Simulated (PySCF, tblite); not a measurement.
**C₃H₆O₃Si: geometry, infrared bands and NMR shifts**

Aim: predict the infrared bands and NMR shifts of C₃H₆O₃Si (`C=C(O[SiH3])C(=O)O`).

Computed with tblite 0.8.0 and PySCF 2.14.0, with density-fitted response routines of our own, on a single molecule in the gas phase. Atoms count from 0, in the outputs and in this text.

## 1. The starting structure

13 atoms, charge 0, multiplicity 1; geometry from: force field or distance geometry start.

Bonds of the start (Å): C0–C1 1.32, C1–O2 1.39, O2–Si3 1.76, C1–C4 1.45, C4–O5 1.26, C4–O6 1.40, C0–H7 1.10, C0–H8 1.08, Si3–H9 1.50, Si3–H10 1.45, Si3–H11 1.46, O6–H12 1.00.

## 2. Geometry optimisation with GFN2-xTB

The job: settings as JSON, then the geometry in Å.

```
{"job": {"kind": "relax", "xc": "GFN2-xTB", "basis": "xTB"}, "charge": 0, "multiplicity": 1}
C      0.964600     1.151600     0.421300
C      0.483500    -0.066200     0.227500
O     -0.672800    -0.445600     0.891400
Si    -2.266400     0.112800     0.408900
C      1.209100    -0.988200    -0.629800
O      0.833900    -2.166200    -0.871900
O      2.377000    -0.520900    -1.251100
H      0.414800     1.832600     1.080800
H      1.866200     1.515300    -0.048300
H     -3.151700    -0.202900     1.579200
H     -2.743200    -0.601800    -0.765300
H     -2.174800     1.556000     0.195700
H      2.855300    -1.176000    -1.839900
```

The run is started by

```sh
OMP_NUM_THREADS=1 python probes_run.py task.json out
```

This one command runs all jobs of the session in turn.

**Question.** This job is followed by: GFN2-xTB harmonic vibrations, gas phase; GIAO PBE0/pcSseg-1 NMR shielding, non-relativistic, gas phase. Predict these results of the whole session: strongest single infrared mode (GFN2-xTB); zero-point energy (GFN2-xTB); 13C shifts against TMS (PBE0/pcSseg-1); 1H shifts against TMS (PBE0/pcSseg-1, means over atoms taken as alike); 17O shifts against H2O (PBE0/pcSseg-1); 29Si shifts against TMS (PBE0/pcSseg-1); surface potential, 1st and 99th percentile.

As calculated:

```
                                                              quantity                       value
                             strongest single infrared mode (GFN2-xTB)       1747 cm⁻¹, 530 km/mol
                                          zero-point energy (GFN2-xTB)               52.8 kcal/mol
                                13C shifts against TMS (PBE0/pcSseg-1)     172.2, 151.0, 111.8 ppm
1H shifts against TMS (PBE0/pcSseg-1, means over atoms taken as alike)  6.26, 5.96, 5.59, 5.07 ppm
                                17O shifts against H2O (PBE0/pcSseg-1)      406.0, 191.7, 96.4 ppm
                               29Si shifts against TMS (PBE0/pcSseg-1)                   -40.2 ppm
                                 surface potential, 1st and 99th percentile          -1.13 V and 2.71 V
```

In words: Over 137 steps the energy fell by 0.895 eV; of the close pairs, O2–Si3 changed most, 1.756 to 1.648 Å. All 33 modes are real, so the xTB geometry is a minimum. The strongest single mode, at 1747 cm⁻¹, moves mainly C4 and O5. Unscaled tight-binding wavenumbers are off by several per cent, some by more. Its intensities can rank the bands wrongly. At PBE0/pcSseg-1: Shielding is most anisotropic at O5 (span 575 ppm, paramagnetic term -475 ppm). By nearest atom (PBE0/pcSseg-1), the HOMO sits on C0 33 %; O2 25 % and the LUMO on C0, C4 about 24 % each; O5 17 %.
